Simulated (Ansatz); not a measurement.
# C₂H₄ClIn: how energies converge with the basis set

How large a basis does C₂H₄ClIn need? Two functionals are run in growing sets.

The runs use Ansatz 0.2.0, Gaussian basis; one geometry, several basis sets.

The runs, in order: PBE0-D4/def2-SVP; ωB97M-V/def2-SVP; PBE0-D4/def2-QZVPP; ωB97M-V/def2-QZVPP; the functionals' def2-TZVPP values are taken from earlier runs.

## Step 1: The relaxed structure

The geometry comes from an earlier relaxation with PBE0-D4 in a triple-zeta def2 set; it is a stationary point, not always the lowest conformer. In takes the def2 core potential; no spin-orbit term is included.

8 atoms, charge 0, spin multiplicity 1.

Atoms are counted from 1 here; the program's logs count them from 0.

Bond lengths: Cl1–C2 1.725 Å, C2–C3 1.326 Å, C2–H5 1.082 Å, C3–H6 1.084 Å, C3–H7 1.081 Å, In4–H8 1.854 Å. Angles: Cl1–C2–C3 122.3°, Cl1–C2–H5 113.3°, C3–C2–H5 124.4°, C2–C3–H6 119.3°, C2–C3–H7 122.2°, H6–C3–H7 118.5°.

## Step 2: PBE0-D4 in def2-SVP

Input file in.yaml:

```yaml
crystal:
  periodic: [false, false, false]
  atoms:
    - {symbol: Cl, position_ang: [-1.997482, 0.584789, -0.349942]}
    - {symbol: C, position_ang: [-0.302512, 0.761119, -0.615582]}
    - {symbol: C, position_ang: [0.579777, 0.690750, 0.372101]}
    - {symbol: In, position_ang: [-0.108400, -2.273086, -0.598765]}
    - {symbol: H, position_ang: [-0.048652, 0.946175, -1.651229]}
    - {symbol: H, position_ang: [1.633900, 0.811891, 0.151153]}
    - {symbol: H, position_ang: [0.284831, 0.513423, 1.397306]}
    - {symbol: H, position_ang: [0.050638, -2.092262, 1.239258]}
basis:
  gaussian: {orbitals: def2-SVP}
hamiltonian: {xc: pbe0, dispersion: d4}
output: {orbitals: {seedname: orbitals}}
```

On the command line:

```console
$ ansatz run in.yaml --threads 2 --pin off --events-out ev --progress --plain --max-ram 4352MiB
```

The runs that follow: ωB97M-V in def2-SVP; PBE0-D4 in def2-QZVPP; ωB97M-V in def2-QZVPP.

**Question.** What will the summary of the whole plan be? Wanted: PBE0-D4: double and triple zeta above quadruple; ωB97M-V: double and triple zeta above quadruple.

**Answer**, as computed:

```
                                       quantity          value
PBE0-D4: double and triple zeta above quadruple  7.40, 0.52 eV
ωB97M-V: double and triple zeta above quadruple  7.51, 0.50 eV
```

What this shows: PBE0-D4 gains 6.89 eV from double to triple zeta, then 0.52 eV more. These are total energies; as a rule much of such shifts cancels in differences, which this series doesn't test.
